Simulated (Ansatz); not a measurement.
# K (Potassium): the cost of one run

Method: DFT PBEsol, all-electron LAPW, scalar-relativistic unless said, in Ansatz 0.2.0.

This is K in the fcc structure; at room conditions it is bcc.

1 further run of the same task is left out (set aside as unsound or not needed).

## 1. Starting point

Symmetry: Fm-3m, No. 225, cubic system. Conventional cell: a = 6.582 Å, b = 6.582 Å, c = 6.582 Å, α = 90.00°, β = 90.00°, γ = 90.00°.

As a file:

```cif
data_structure
_symmetry_space_group_name_H-M 'P 1'
_symmetry_Int_Tables_number 1
_cell_length_a 4.6542
_cell_length_b 4.6542
_cell_length_c 4.6542
_cell_angle_alpha 60.000
_cell_angle_beta 60.000
_cell_angle_gamma 60.000
_cell_volume 71.29
loop_
_atom_site_label
_atom_site_type_symbol
_atom_site_fract_x
_atom_site_fract_y
_atom_site_fract_z
_atom_site_occupancy
K1 K 0.00000 0.00000 0.00000 1
```

Cartesian axes are those of the input's lattice vectors. The structure goes back to a database entry.

## 2. Reference run, LAPW

Contents of input.yaml:

```yaml
crystal:
  lattice:
    - [0.0, 3.29098850395, 3.29098850395]
    - [3.29098850395, 0.0, 3.29098850395]
    - [3.29098850395, 3.29098850395, 0.0]
  atoms:
    - { symbol: K, position: [0.0, 0.0, 0.0] }
kpoints:
  mp_grid: { grid: [20, 20, 20] }
scf:
  occupations: { method: fermi_dirac, width: 0.1 }
hamiltonian:
  xc: pbesol
  pseudopotentials: { kind: all_electron, lapw: { basis_error: 0.0005 } }
elastic:
  mode: relaxed_ion
  stencil: four_point
  amplitude: 0.005
```

Command:

```sh
$ ansatz run input.yaml --threads 1 --pin off --max-ram 2048MiB --backend cpu --events-out ev --progress --plain --runs-dir out
```

What time and memory should one allow on 1 thread of Arm Neoverse N1, shared host?

About 5.3 min, with a peak of 0.59 GiB.
